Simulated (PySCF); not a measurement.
# H12N4Yb (Yb(NH3)43+): the cost of one run

Program: PySCF 2.14.0. Level of theory: B3LYP, Yb lcecp-1-SVP with ECP59, N def2-SVP, H def2-SVP; scalar-relativistic core potentials, no spin–orbit coupling. These are calculated values, not measurements.

3 further runs of the same task are left out: 2 for a known fault of the program, 1 that didn't finish.

## (1) The starting structure

17 atoms, charge 3, spin multiplicity 1.

Bond lengths: Yb1–N2 2.391 Å, Yb1–N6 2.391 Å, Yb1–N10 2.391 Å, Yb1–N14 2.391 Å, N2–H3 1.037 Å, N2–H4 1.037 Å, N2–H5 1.037 Å, N6–H7 1.037 Å, N6–H8 1.037 Å, N6–H9 1.037 Å, N10–H11 1.037 Å, N10–H12 1.037 Å, N10–H13 1.037 Å, N14–H15 1.037 Å, N14–H16 1.037 Å, N14–H17 1.037 Å. Angles: N2–Yb1–N6 109.9°, N2–Yb1–N10 109.5°, N2–Yb1–N14 109.4°, N6–Yb1–N10 109.4°, N6–Yb1–N14 109.5°, N10–Yb1–N14 109.2°, Yb1–N2–H3 115.6°, Yb1–N2–H4 115.5°, Yb1–N2–H5 115.4°, H3–N2–H4 102.8°, H3–N2–H5 102.8°, H4–N2–H5 102.8°, Yb1–N6–H7 115.6°, Yb1–N6–H8 115.5°, Yb1–N6–H9 115.4°, H7–N6–H8 102.8°, H7–N6–H9 102.8°, H8–N6–H9 102.8° and more.

Geometry (Å):

| atom | x (Å) | y (Å) | z (Å) |
| --- | --- | --- | --- |
| Yb1 | 0.0000 | 0.0000 | 0.0023 |
| N2 | 1.3788 | 1.3903 | 1.3748 |
| H3 | 1.1027 | 1.4503 | 2.3725 |
| H4 | 2.3771 | 1.1150 | 1.4287 |
| H5 | 1.4299 | 2.3863 | 1.0908 |
| N6 | -1.3788 | -1.3903 | 1.3748 |
| H7 | -1.1027 | -1.4503 | 2.3725 |
| H8 | -2.3771 | -1.1150 | 1.4287 |
| H9 | -1.4299 | -2.3863 | 1.0908 |
| N10 | 1.3821 | -1.3740 | -1.3833 |
| H11 | 1.9876 | -2.0495 | -0.8810 |
| H12 | 0.8777 | -1.9763 | -2.0602 |
| H13 | 2.0554 | -0.8654 | -1.9862 |
| N14 | -1.3821 | 1.3740 | -1.3833 |
| H15 | -1.9876 | 2.0495 | -0.8810 |
| H16 | -0.8777 | 1.9763 | -2.0602 |
| H17 | -2.0554 | 0.8654 | -1.9862 |

Formal oxidation states: Yb +3. Each metal's 13 4f electrons lie in its core potential, so multiplicities, spins and levels count the valence alone. An earlier session relaxed this geometry at B3LYP, Yb lcecp-1-SVP with ECP59, N def2-SVP, H def2-SVP (singlet, point group D2).

Its energy there is -264.590904 Eh.

## (2) Atoms moved at random, σ = 0.06 Å

Input file run.py (the lines that set the calculation):

```python
mol = gto.M(atom='''
Yb    -0.03348     0.06527     0.00749
N      1.40532     1.36674     1.27630
H      1.12912     1.47713     2.36863
H      2.28816     1.03367     1.52303
H      1.40531     2.43165     1.05907
N     -1.30489    -1.46315     1.32720
H     -1.05265    -1.54901     2.40571
H     -2.44321    -1.13788     1.43964
H     -1.40926    -2.36057     1.15668
N      1.46421    -1.35878    -1.37906
H      2.08752    -2.13035    -0.95961
H      0.84906    -1.89289    -2.10033
H      1.99182    -0.81395    -1.97514
N     -1.28752     1.45233    -1.42327
H     -2.04370     2.13160    -0.84973
H     -0.95385     1.90580    -1.98722
H     -2.09197     0.84239    -1.97486''',
    basis={'Yb': 'lcecp-1-SVP', 'N': 'def2-SVP', 'H': 'def2-SVP'},
    ecp={'Yb': 'lcecp-1-SVP'},
    charge=3, spin=0)
mf = dft.RKS(mol, xc='B3LYP')
mf.grids.atom_grid = (50, 194)  # f atoms: unpruned, at least (60, 302)
mf = mf.density_fit()  # fitting sets: Yb AutoAux, N def2-universal-JKFIT, H def2-universal-JKFIT
mf.conv_tol = 1e-08; mf.max_cycle = 55
mf.kernel(dm0)  # dm0: the density of the relaxed state
```

Command:

```sh
> OMP_NUM_THREADS=4 python run.py
```

**Question.** How long does this run take on 4 threads of AMD EPYC 9R45 (Zen 5), shared host?

About 4.3 s.
